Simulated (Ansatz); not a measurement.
# FGe: the cost of one run

All numbers are computed with Ansatz 0.2.0 through its Python package. The levels of theory stand in the script.

### Step 1. The system

Bond lengths: Ge1–F2 1.875 Å.

The script holds or builds the structure itself.

### Step 2. The script

File fge.py:

```python
# -*- coding: utf-8 -*-
import ansatz as az

GEOMETRY = '''
Ge    0.00000    0.00000    0.00000
F     0.00000    0.00000    1.87500
'''

mol = az.Crystal.molecule()
for line in GEOMETRY.strip().splitlines():
    symbol, *xyz = line.split()
    mol = mol.atom(symbol, [float(v) for v in xyz])

calculation = (
    mol.calculation()
    .basis(gaussian='def2-SVP')
    .charge(1)
    .correlation(active_electrons=2, active_orbitals=3)
)
for method in [None, 'sc_nevpt2']:
    data = (calculation if method is None else calculation.correlation(method)).run(threads=1).report
    space = data['configurations']
    state = space['states'][0]
    print(method or 'casscf', f'total {data["free_energy_ev"] / 27.211386246:.6f} Ha, active-space state {state["energy"]["hartree"]:.6f} Ha, mean field {data["reference_energy_ev"] / 27.211386246:.6f} Ha')
    print('  determinants', state['n_determinants'], ' natural occupations', [round(n, 3) for n in space['natural_occupations']])
```

### Step 3. What the engine is handed

The engine receives this input (first run):

```yaml
crystal:
  periodic: [false, false, false]
  atoms:
    - { symbol: Ge, position_ang: [0.0, 0.0, 0.0] }
    - { symbol: F, position_ang: [0.0, 0.0, 1.875] }
basis:
  gaussian:
    orbitals: def2-SVP
total_charge: 1.0
correlation:
  active_space:
    window:
      electrons: 2
      orbitals: 3
```

### Step 4. The run

Command:

```sh
$ python fge.py
```

What time and memory should one allow on 1 thread of Arm Neoverse V2, shared host?

About 2.8 s, with a peak of 0.16 GiB.
